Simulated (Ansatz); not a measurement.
# C₇H₁₂ClFN₂Zr: small, medium and large basis sets

One table from this session's results is given with a row withheld; the runs are named, their logs left out.

The runs use Ansatz 0.2.0, Gaussian basis; one geometry, several basis sets.

Levels to be run: PBE0-D4/def2-SVP; ωB97M-V/def2-SVP; PBE0-D4/def2-QZVPP; ωB97M-V/def2-QZVPP; the functionals' def2-TZVPP values are taken from earlier runs.

## The geometry

The geometry comes from an earlier relaxation with PBE0-D4 in a triple-zeta def2 set; it is a stationary point, not always the lowest conformer. Zr takes the def2 core potential; no spin-orbit term is included.

SMILES `C[N](C)[Zr]1234([NH2])([Cl])[C@@H]5[C@H]1[C@H]2[C@@]3(F)[C@@H]54`, 24 atoms, charge 0, spin multiplicity 1.

Atoms are counted from 1 here; the program's logs count them from 0.

Bond lengths: C1–N2 1.439 Å, C1–H13 1.101 Å, C1–H14 1.091 Å, C1–H15 1.100 Å, N2–C3 1.444 Å, N2–Zr4 2.028 Å, C3–H16 1.099 Å, C3–H17 1.097 Å, C3–H18 1.101 Å, Zr4–N5 2.029 Å, Zr4–Cl6 2.407 Å, Zr4–C7 2.507 Å, Zr4–C8 2.553 Å, Zr4–C9 2.573 Å, Zr4–C10 2.545 Å, Zr4–C12 2.516 Å, N5–H19 1.008 Å, N5–H20 1.014 Å and more. Angles: N2–C1–H13 111.8°, N2–C1–H14 110.5°, N2–C1–H15 111.1°, H13–C1–H14 108.1°, H13–C1–H15 107.0°, H14–C1–H15 108.2°, C1–N2–C3 112.6°, C1–N2–Zr4 131.2°, C3–N2–Zr4 115.4°, N2–C3–H16 111.3°, N2–C3–H17 111.4°, N2–C3–H18 112.0°, H16–C3–H17 106.5°, H16–C3–H18 107.9°, H17–C3–H18 107.5°, N2–Zr4–N5 102.6°, N2–Zr4–Cl6 104.0°, N2–Zr4–C7 109.7° and more.

The first run:

Contents of in.yaml:

```yaml
crystal:
  periodic: [false, false, false]
  atoms:
    - {symbol: C, position_ang: [-0.713783, -2.002128, -1.715168]}
    - {symbol: N, position_ang: [-0.918320, -1.240022, -0.512300]}
    - {symbol: C, position_ang: [-1.278041, -2.067361, 0.615586]}
    - {symbol: Zr, position_ang: [-0.523476, 0.700850, -0.077022]}
    - {symbol: N, position_ang: [-0.389787, 1.548484, -1.915729]}
    - {symbol: Cl, position_ang: [-2.527471, 1.474548, 1.008837]}
    - {symbol: C, position_ang: [1.956439, 1.052109, 0.035051]}
    - {symbol: C, position_ang: [1.410257, 2.243183, 0.554864]}
    - {symbol: C, position_ang: [0.761718, 1.945159, 1.771781]}
    - {symbol: C, position_ang: [0.950187, 0.570097, 1.994059]}
    - {symbol: F, position_ang: [0.496233, -0.099155, 3.051748]}
    - {symbol: C, position_ang: [1.669039, -0.004619, 0.934473]}
    - {symbol: H, position_ang: [0.087874, -2.747331, -1.595605]}
    - {symbol: H, position_ang: [-0.442932, -1.343945, -2.542046]}
    - {symbol: H, position_ang: [-1.624445, -2.550769, -1.996484]}
    - {symbol: H, position_ang: [-2.230766, -2.586560, 0.441377]}
    - {symbol: H, position_ang: [-1.410822, -1.468708, 1.524853]}
    - {symbol: H, position_ang: [-0.512879, -2.828977, 0.829255]}
    - {symbol: H, position_ang: [0.318092, 2.123423, -2.345160]}
    - {symbol: H, position_ang: [-1.204723, 1.532443, -2.519537]}
    - {symbol: H, position_ang: [2.505653, 0.951894, -0.888985]}
    - {symbol: H, position_ang: [1.449159, 3.216616, 0.089748]}
    - {symbol: H, position_ang: [0.217186, 2.621509, 2.411588]}
    - {symbol: H, position_ang: [1.955610, -1.040749, 0.844808]}
basis:
  gaussian: {orbitals: def2-SVP}
hamiltonian: {xc: pbe0, dispersion: d4}
output: {orbitals: {seedname: orbitals}}
```

Started as:

```sh
$ ansatz run in.yaml --threads 11 --pin off --events-out ev --progress --plain --max-ram 174080MiB --backend cpu
```

Among the steps run: PBE0-D4 in def2-SVP; ωB97M-V in def2-SVP; PBE0-D4 in def2-QZVPP; ωB97M-V in def2-QZVPP.

One table of the session follows, with a row left open; its other results are not shown here.

| functional | basis | HOMO (eV) |
| --- | --- | --- |
| PBE0-D4 | def2-SVP | ? |
| PBE0-D4 | def2-TZVPP | -6.28 |
| PBE0-D4 | def2-QZVPP | -6.30 |
| ωB97M-V | def2-SVP | -8.40 |
| ωB97M-V | def2-TZVPP | -8.45 |
| ωB97M-V | def2-QZVPP | -8.48 |

Estimate the missing values for PBE0-D4, def2-SVP.

**Answer.** HOMO (eV): -6.23. In the column «HOMO (eV)» it is the highest.
